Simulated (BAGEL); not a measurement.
**C2H4BFSi (SMILES C#C[SiH2]BF) at HF/STO-3G (density fitting with qzvpp-jkfit)**

Aim: the vertical singlet–triplet gap of C2H4BFSi at HF/STO-3G (density fitting with qzvpp-jkfit), from 2 runs. 

Program for the calculation: BAGEL 1.2.2.

5 further runs of the same task are left out: 3 that didn't finish, 2 set aside as unsound or not needed.

**1. The structure to begin with**

C2H4BFSi has 9 atoms, charge 0, and is taken as a singlet. SMILES: `C#C[SiH2]BF`. The coordinates come from a GFN2-xTB relaxation. This is one conformer, not always the lowest.

Bond lengths: C1–C2 1.203 Å, C2–Si3 1.857 Å, Si3–B4 1.980 Å, B4–F5 1.315 Å, C1–H6 1.053 Å, Si3–H7 1.474 Å, Si3–H8 1.473 Å, B4–H9 1.181 Å. Some angles: C1–C2–Si3 178.0°, C2–Si3–B4 109.9°, Si3–B4–F5 120.0°, C2–C1–H6 178.7°, C2–Si3–H7 105.5°, C2–Si3–H8 105.3°, B4–Si3–H7 114.0°, B4–Si3–H8 114.6°, Si3–B4–H9 126.3°, F5–B4–H9 113.7°.

**2. A single-point energy at HF/STO-3G (density fitting with qzvpp-jkfit)**

The input, hf.json:

```json
{ "bagel" : [

{
  "title" : "molecule",
  "basis" : "sto-3g",
  "df_basis" : "qzvpp-jkfit",
  "angstrom" : true,
  "geometry" : [
    { "atom" : "C", "xyz" : [      -1.185180,       1.450590,       1.616630 ] },
    { "atom" : "C", "xyz" : [      -0.573450,       0.562470,       1.083680 ] },
    { "atom" : "Si", "xyz" : [       0.384770,      -0.768240,       0.212960 ] },
    { "atom" : "B", "xyz" : [       0.622910,      -0.288140,      -1.692960 ] },
    { "atom" : "F", "xyz" : [      -0.428090,      -0.126020,      -2.466990 ] },
    { "atom" : "H", "xyz" : [      -1.732370,       2.212000,       2.095500 ] },
    { "atom" : "H", "xyz" : [      -0.379720,      -2.010490,       0.428350 ] },
    { "atom" : "H", "xyz" : [       1.639540,      -0.904290,       0.972840 ] },
    { "atom" : "H", "xyz" : [       1.651590,      -0.127870,      -2.250000 ] }
  ]
},

{ "title" : "hf" },

{ "title" : "print", "file" : "orbitals.molden", "orbitals" : true }

]}
```

Launch:

```console
$ BAGEL_NUM_THREADS=1 BAGEL hf.json > hf.out
```

Output:

```text
* using 1 threads per process

  ===============================================================
  ===============================================================

  *** Geometry ***

  { "atom" : "C", "xyz" : [     -2.239666,      2.741218,      3.054988 ] },
  { "atom" : "C", "xyz" : [     -1.083663,      1.062914,      2.047858 ] },
  { "atom" : "Si", "xyz" : [      0.727110,     -1.451763,      0.402436 ] },
  { "atom" : "B", "xyz" : [      1.177129,     -0.544506,     -3.199231 ] },
  { "atom" : "F", "xyz" : [     -0.808973,     -0.238143,     -4.661935 ] },
  { "atom" : "H", "xyz" : [     -3.273705,      4.180074,      3.959921 ] },
  { "atom" : "H", "xyz" : [     -0.717567,     -3.799275,      0.809464 ] },
  { "atom" : "H", "xyz" : [      3.098282,     -1.708860,      1.838401 ] },
  { "atom" : "H", "xyz" : [      3.121053,     -0.241639,     -4.251884 ] },

  Number of auxiliary basis functions:      502

  Since a DF basis is specified, we compute 2- and 3-index integrals:
    o Being stored without compression. Storage requirement is 0.004 GB

  Number of basis functions:       33
  Number of electrons      :       44

    * METHOD: MOLECULE                             0.16

  *** RHF ***

  === Nuclear Repulsion ===
   173.0412812961

      * DIIS with orbital gradients will be used.

  === RHF iteration (sto-3g) ===
      0       -485.03616922          0.01416918           0.02
      1       -485.11496826          0.00440939           0.02
      2       -485.12138878          0.00103934           0.02
      3       -485.12187723          0.00051575           0.02
      4       -485.12194051          0.00006041           0.02
      5       -485.12194193          0.00001251           0.02
      6       -485.12194203          0.00000396           0.02
      7       -485.12194205          0.00000158           0.02
      8       -485.12194205          0.00000055           0.02
      9       -485.12194205          0.00000025           0.02
     10       -485.12194205          0.00000015           0.02
     11       -485.12194205          0.00000005           0.02
     12       -485.12194205          0.00000001           0.02
     13       -485.12194205          0.00000001           0.02
    * SCF iteration converged.

    * Permanent dipole moment:
           (   -0.218388,     0.195956,     0.256366) a.u.

    * METHOD: HF                                   0.34

    * METHOD: PRINT                                0.00

  ===============================================================
```

It took 0.66 s on 1 thread of Arm Neoverse V2, shared host.

**3. The triplet, same level**

The input, calc.json:

```json
{ "bagel" : [

{
  "title" : "molecule",
  "basis" : "sto-3g",
  "df_basis" : "qzvpp-jkfit",
  "angstrom" : true,
  "geometry" : [
    { "atom" : "C", "xyz" : [      -1.185180,       1.450590,       1.616630 ] },
    { "atom" : "C", "xyz" : [      -0.573450,       0.562470,       1.083680 ] },
    { "atom" : "Si", "xyz" : [       0.384770,      -0.768240,       0.212960 ] },
    { "atom" : "B", "xyz" : [       0.622910,      -0.288140,      -1.692960 ] },
    { "atom" : "F", "xyz" : [      -0.428090,      -0.126020,      -2.466990 ] },
    { "atom" : "H", "xyz" : [      -1.732370,       2.212000,       2.095500 ] },
    { "atom" : "H", "xyz" : [      -0.379720,      -2.010490,       0.428350 ] },
    { "atom" : "H", "xyz" : [       1.639540,      -0.904290,       0.972840 ] },
    { "atom" : "H", "xyz" : [       1.651590,      -0.127870,      -2.250000 ] }
  ]
},

{ "title" : "uhf", "nopen" : 2 },

{ "title" : "print", "file" : "orbitals.molden", "orbitals" : true }

]}
```

Launch:

```console
$ BAGEL_NUM_THREADS=1 BAGEL calc.json > calc.out
```

Output:

```text
* using 1 threads per process

  ===============================================================
  ===============================================================

  *** Geometry ***

  { "atom" : "C", "xyz" : [     -2.239666,      2.741218,      3.054988 ] },
  { "atom" : "C", "xyz" : [     -1.083663,      1.062914,      2.047858 ] },
  { "atom" : "Si", "xyz" : [      0.727110,     -1.451763,      0.402436 ] },
  { "atom" : "B", "xyz" : [      1.177129,     -0.544506,     -3.199231 ] },
  { "atom" : "F", "xyz" : [     -0.808973,     -0.238143,     -4.661935 ] },
  { "atom" : "H", "xyz" : [     -3.273705,      4.180074,      3.959921 ] },
  { "atom" : "H", "xyz" : [     -0.717567,     -3.799275,      0.809464 ] },
  { "atom" : "H", "xyz" : [      3.098282,     -1.708860,      1.838401 ] },
  { "atom" : "H", "xyz" : [      3.121053,     -0.241639,     -4.251884 ] },

  Number of auxiliary basis functions:      502

  Since a DF basis is specified, we compute 2- and 3-index integrals:
    o Being stored without compression. Storage requirement is 0.004 GB

  Number of basis functions:       33
  Number of electrons      :       44

    * METHOD: MOLECULE                             0.16

  *** Open-shell HF ***

  === Nuclear Repulsion ===
   173.0412812961

      * DIIS with orbital gradients will be used.

  === UHF iteration (sto-3g) ===
      0       -484.80745222          0.02326551           0.04
      1       -484.89331136          0.00831091           0.04
      2       -484.90956347          0.00370182           0.04
      3       -484.91457477          0.00234257           0.04
      4       -484.91780713          0.00139548           0.04
      5       -484.91856944          0.00113365           0.04
      6       -484.91925936          0.00088125           0.04
      7       -484.91989722          0.00071193           0.04
      8       -484.92090224          0.00038148           0.04
      9       -484.92116230          0.00025509           0.04
     10       -484.92130146          0.00009296           0.04
     11       -484.92131797          0.00006124           0.04
     12       -484.92134016          0.00003948           0.04
     13       -484.92135578          0.00002632           0.04
     14       -484.92137180          0.00001927           0.04
     15       -484.92139222          0.00001567           0.04
     16       -484.92141375          0.00001390           0.04
     17       -484.92144397          0.00001290           0.04
     18       -484.92145652          0.00001272           0.04
     19       -484.92147318          0.00001263           0.04
     20       -484.92150149          0.00001251           0.04
     21       -484.92150290          0.00001247           0.04
     22       -484.92150566          0.00001251           0.04
     23       -484.92149943          0.00001234           0.04
     24       -484.92154424          0.00001050           0.04
     25       -484.92161007          0.00000763           0.04
     26       -484.92161362          0.00000577           0.04
     27       -484.92161980          0.00000355           0.04
     28       -484.92162036          0.00000247           0.04
     29       -484.92162060          0.00000173           0.04
     30       -484.92162067          0.00000139           0.04
     31       -484.92162083          0.00000114           0.04
     32       -484.92162106          0.00000060           0.04
     33       -484.92162108          0.00000035           0.04
     34       -484.92162108          0.00000024           0.04
     35       -484.92162107          0.00000015           0.04
     36       -484.92162107          0.00000010           0.04
     37       -484.92162108          0.00000008           0.04
     38       -484.92162108          0.00000007           0.04
     39       -484.92162108          0.00000005           0.04
     40       -484.92162108          0.00000004           0.04
     41       -484.92162108          0.00000003           0.04
     42       -484.92162108          0.00000003           0.04
     43       -484.92162108          0.00000003           0.04
     44       -484.92162108          0.00000003           0.04
     45       -484.92162108          0.00000002           0.04
     46       -484.92162108          0.00000002           0.04
     47       -484.92162108          0.00000002           0.04
     48       -484.92162108          0.00000002           0.04
     49       -484.92162108          0.00000001           0.04
     50       -484.92162108          0.00000001           0.04
     51       -484.92162108          0.00000001           0.04
    * SCF iteration converged.

    * S^2 (UHF) is 2.1335

    * Permanent dipole moment:
           (    0.110428,     0.177829,     0.068307) a.u.

    * METHOD: UHF                                  2.12

    * METHOD: PRINT                                0.00

  ===============================================================
```

Wall time 2.4 s (1 thread of Arm Neoverse V2, shared host).

**4. What came out**

At HF/STO-3G (density fitting with qzvpp-jkfit):

```
                                        quantity          value
                           singlet: total energy  -485.12194 Eh
                          singlet: dipole moment         0.99 D
                            singlet: HOMO energy       -8.37 eV
                            singlet: LUMO energy        6.63 eV
                          singlet: HOMO–LUMO gap       15.00 eV
                           triplet: total energy  -484.92162 Eh
                          triplet: dipole moment         0.56 D
                                   triplet: ⟨S²⟩          2.134
vertical energy of the triplet above the singlet       5.451 eV
```

**Reading.** At this shape the triplet lies 5.45 eV (126 kcal/mol) above the singlet. In a minimal basis such a difference can be off by several eV, whatever the method. ⟨S²⟩ (triplet) is 2.13 where a pure triplet has 2.00: the reference is spin-contaminated.
